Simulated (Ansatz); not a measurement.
Geometry optimisation, DFT PBE-D3(BJ), scalar-relativistic, plane waves, PAW (Ansatz 0.2.0).

The input (input.yaml):

```yaml
crystal:
  lattice:
    - [7.300551, 0.0, 0.0]
    - [-3.650275, 6.322462, 0.0]
    - [0.0, 0.0, 7.005124]
  atoms:
    - { symbol: Si, position: [0.5340487, 0.7653279, 0.4161237] }
    - { symbol: Si, position: [0.4716756, 0.232209, 0.9165452] }
    - { symbol: Si, position: [0.2329364, 0.466186, 0.7456699] }
    - { symbol: Si, position: [0.7609043, 0.2318273, 0.5888588] }
    - { symbol: Si, position: [0.7658841, 0.5329042, 0.2525339] }
    - { symbol: Si, position: [0.2333422, 0.7710923, 0.0844547] }
    - { symbol: O, position: [0.6134951, 0.3889072, 0.081613] }
    - { symbol: O, position: [-0.0019231, 0.6723087, 0.1611821] }
    - { symbol: O, position: [0.7732493, 0.378977, 0.4172941] }
    - { symbol: O, position: [0.6789461, 0.673918, 0.3310251] }
    - { symbol: O, position: [0.6206373, 0.228394, 0.7533048] }
    - { symbol: O, position: [0.2247738, 0.6150452, 0.9150011] }
    - { symbol: O, position: [0.3201679, 0.007599, 0.0072623] }
    - { symbol: F, position: [0.0021325, 0.3146181, 0.6638628] }
    - { symbol: O, position: [0.3858699, 0.7754741, 0.2541224] }
    - { symbol: O, position: [0.3947826, 0.6166642, 0.5834126] }
    - { symbol: O, position: [0.6937217, 0.0112101, 0.4930485] }
total_charge: 1
basis:
  ecutwfc: 420.0
kpoints:
  mp_grid: { grid: [2, 2, 2] }
hamiltonian:
  xc: pbe
  dispersion: d3bj
  pseudopotentials: { kind: paw, azcp: { folder: soft_1 } }
scf:
  occupations: { method: fermi_dirac, width: 0.02 }
  lower_state_search: "off"
relax:
  f_tol: 0.03
  max_steps: 60
  adjacent_minimum: "off"
```

Launched with:

```bash
$ ansatz run input.yaml --threads 1 --pin off --max-ram 3072MiB --backend cpu --events-out ev --progress --plain --runs-dir out
```

Question: Where does it end, and by what steps?

Answer: The forces met the threshold. Limits of this set-up: charged cell in a uniform background, uncorrected. After 8 steps the energy has fallen by 2.489 eV; Si3 moved furthest, 0.52 Å. Joined: Si2–Si3 (3.22 → 2.54 Å).

```csv
step,energy less start (eV),largest force component (eV/Å),accepted
0,0.0000,6.371,yes
1,-1.3140,3.885,yes
2,-2.1054,1.154,yes
3,-2.2458,0.594,yes
4,-2.3612,0.735,yes
5,-2.4650,0.308,yes
6,-2.4831,0.217,yes
7,-2.4886,0.056,yes
8,-2.4888,0.007,yes
```

```xyz
17
Lattice="7.3006 0.0000 0.0000 -3.6503 6.3225 0.0000 0.0000 0.0000 7.0051" Properties=species:S:1:pos:R:3
Si 1.107 4.822 2.941
Si 2.396 1.544 6.387
Si 0.469 2.905 5.446
Si 4.620 1.474 4.066
Si 3.633 3.401 1.695
Si -1.066 4.857 0.542
O 2.793 2.463 0.650
O -2.496 4.216 0.934
O 4.360 2.446 2.820
O 2.566 4.445 2.340
O 3.511 1.706 5.209
O -0.314 3.840 6.483
O 2.276 -0.017 -0.177
F -1.200 1.933 4.770
O -0.068 4.974 1.826
O 0.744 3.635 4.039
O 4.874 -0.071 3.726
```

Time of the run: 49 s on 1 thread of Arm Neoverse V2, on a shared host, peak memory 0.52 GiB.
